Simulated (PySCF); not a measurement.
# CGaN (Gallium Isocyanide): the cost of one run

Computed with PySCF 2.14.0 and routines of our own; the level stands in each step. Atoms count from 0.

### Step 1. The starting structure

3 atoms, charge 0, multiplicity 1; geometry from: GFN2-xTB.

### Step 2. Relaxing the molecule at PBE0-D3(BJ)/def2-SVP

Job settings and geometry (Å):

```
{"job": {"xc": "PBE0", "basis": "def2-SVP", "d3": "d3bj", "grid": 1, "maxiter": 30, "shake": 0.01, "kind": "geom"}, "charge": 0, "multiplicity": 1}
C     -1.276250    -0.527210     0.001080
N     -0.232070    -0.007980    -0.012430
Ga     1.514330     0.810660    -0.007830
```

The run is started by

```console
OMP_NUM_THREADS=1 python heavy_run.py task.json out
```

The driver reads the jobs from task.json and runs them one after another.

**Question.** How long does this first job take on 1 thread of Intel Xeon Platinum 8559C, shared host, and how much memory does it need?

About 3.4 s, with a peak of 0.28 GiB.
